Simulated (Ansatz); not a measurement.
# GdAgSe2 (P-3m1): exchange couplings and spin waves

How strongly are the moments of GdAgSe2 (P-3m1) coupled, and at what temperature would they order?

Method: DFT PBEsol+U (U_eff = 7 eV on Gd 4f), scalar-relativistic, plane waves, PAW, in Ansatz 0.2.0.

1 further run of the same task is left out (set aside as unsound or not needed).

### Step 1. The structure to begin with

The structure is trigonal, space group P-3m1 (No. 164). The conventional cell has a = 4.103 Å, b = 4.103 Å, c = 6.706 Å, α = 90.00°, β = 90.00°, γ = 120.00°. Ag (site symmetry -3m) has 6 Se at 2.91 Å as nearest neighbours. Gd (site symmetry -3m) is surrounded by 6 Se at 2.90 Å. Se (site symmetry 3m) has 3 Gd at 2.90 Å and 3 Ag at 2.91 Å as nearest neighbours.

Structure file:

```
Ag Gd Se
1.0
     4.10327    0.00000    0.00000
    -2.05163    3.55353    0.00000
     0.00000    0.00000    6.70568
Ag Gd Se
1 1 2
Direct
  0.00000 0.00000 0.50000
  0.00000 0.00000 0.00000
  0.33333 0.66667 0.24908
  0.66667 0.33333 0.75092
```

The cell is the database one, not relaxed. At PBEsol+U (U_eff = 7 eV on Gd 4f), an earlier run found -2.48 GPa for this cell of 24.444 Å³/atom (8×8×4 mesh), gap on the mesh 0.65 eV, moments in the atoms' spheres Gd 7.02 μB.

### Step 2. Exchange couplings, spin waves and anisotropy by the force theorem

Contents of input.yaml:

```yaml
crystal:
  lattice:
    - [4.1032684531, 0.0, 0.0]
    - [-2.0516342266, 3.553534719, 0.0]
    - [0.0, 0.0, 6.705684322]
  atoms:
    - { symbol: Ag, position: [0.0, 0.0, 0.5] }
    - { symbol: Gd, position: [0.0, 0.0, 0.0], spin: 7.72 }
    - { symbol: Se, position: [0.3333333333, 0.6666666667, 0.2490769] }
    - { symbol: Se, position: [0.6666666667, 0.3333333333, 0.7509231] }
basis:
  ecutwfc: 420
  ecutrho_ratio: 4
kpoints:
  mp_grid: { grid: [6, 6, 4] }
  band_path:
    path:
      - [[0.0, 0.0, 0.0], [0.5, 0.0, 0.0], [0.33333333, 0.33333333, 0.0], [0.0, 0.0, 0.0], [0.0, 0.0, 0.5], [0.5, 0.0, 0.5], [0.33333333, 0.33333333, 0.5], [0.0, 0.0, 0.5]]
      - [[0.5, 0.0, 0.5], [0.5, 0.0, 0.0]]
      - [[0.33333333, 0.33333333, 0.5], [0.33333333, 0.33333333, 0.0]]
    npoints: 6
hamiltonian:
  xc: pbesol
  hubbard: { sites: [{ species: Gd, l: f, u_eff: 7.0 }] }
scf:
  occupations: { method: gaussian, width: 0.05 }
  lower_state_search: "off"
output:
  forces: true
  stress: true
  eigenvalues: true
  populations: true
  hubbard: { sites: [{ species: Gd, l: f }] }
  eigenstates:
    nscf_kmesh: { grid: [6, 6, 4] }
    top_band: c74
    exchange_couplings: { magnetic: [{ site: 1 }] }
    magnetocrystalline_anisotropy: {}
magnetization:
  spin_polarized: true
checkpoint:
  read: start.run
  write: ck
  compress: false
  write_wavefunctions: false
  write_every: 100000
```

start.run is the folder with the converged state of an earlier run on this cell.

The run is started by

```
$ ansatz run input.yaml --threads 4 --pin off --max-ram 9216MiB --backend cpu --events-out ev --progress --plain --runs-dir out
```

Q: Predict the outcome of this session. Wanted: strongest shell; highest spin wave on the path; mean-field ordering temperature; anisotropy.

As calculated:

```
                       quantity                                value
                strongest shell  Gd–Gd at 8.21 Å, J = -0.036 meV × 6
  highest spin wave on the path                              0.0 meV
mean-field ordering temperature        2 K at q = (0.17, 0.17, 0.00)
                     anisotropy                         not resolved
```

In words: The shell that weighs most is Gd–Gd at 8.21 Å and favours opposed moments. A spin-wave branch goes negative, so this collinear order is unstable against turning the moments. Mean-field theory leaves out fluctuations and tends to put the ordering too high. The program gives no random-phase temperature (state not lowest). The couplings belong to the order typed, which need not be the compound's real one. The anisotropy, 0.0030 meV per cell, is doubted by the run, so no easy axis is named. With a Hubbard U or exact exchange the result depends on the state in which the open shell ends, and a lower one can't be excluded. Spin–orbit coupling enters the anisotropy alone, not the self-consistent state or the couplings.
